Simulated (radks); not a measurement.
**C in 1s1.75 2s2 2p2 3p0.25: an all-electron calculation**

An exercise on one series of results from a longer session: the logs are not shown, and one member is left open.

The numbers are computed with radks (a radial shooting solver on a logarithmic mesh, Libxc functionals) version 1 (scalar-relativistic Kohn-Sham, AM05, spin-polarised, spherical densities, finite nucleus; open shells are filled with parallel spins first), except any that are marked as measured or tabulated.

## What is computed

- element: carbon (Z = 6)
- charge: 0
- electrons: 6
- configuration: 1s1.75 2s2 2p2 3p0.25
- nuclear rms radius: 2.4702 fm

The first run:

Input:

```text
Z 6
configuration 1s1.75 2s2 2p2 3p0.25 3s0 3d0 4p0 4f0
relativity scalar-relativistic
functional am05,am05
spin polarised
nucleus finite rms 2.4702 fm
c 137.035999084
```

One table of the session follows, with a row left open; its other results are not shown here.

It belongs to the step «Radial structure». Sizes of the orbitals, from the radial functions (bohr):

```
  level     <r>  outermost maximum (interpolated)  90 % within  nodes
  1s up  0.2681                             0.173        0.481      0
1s down  0.2683                             0.174        0.481      0
  2s up   1.486                              1.17         2.36      1
2s down   1.558                              1.20         2.50      1
  2p up   1.567                              1.10         2.67      0
2p down       ?                                 ?            ?      ?
  3s up   8.803                              7.53         13.7      2
  3p up   12.11                              10.8         17.8      1
```

Q: Estimate the row for 2p down from the others.

The run gave: <r>: 1.769; outermost maximum (interpolated): 1.18; 90 % within: 3.08; nodes: 0. In the column «<r>» it lies between 2p up (1.567) and 3s up (8.803).
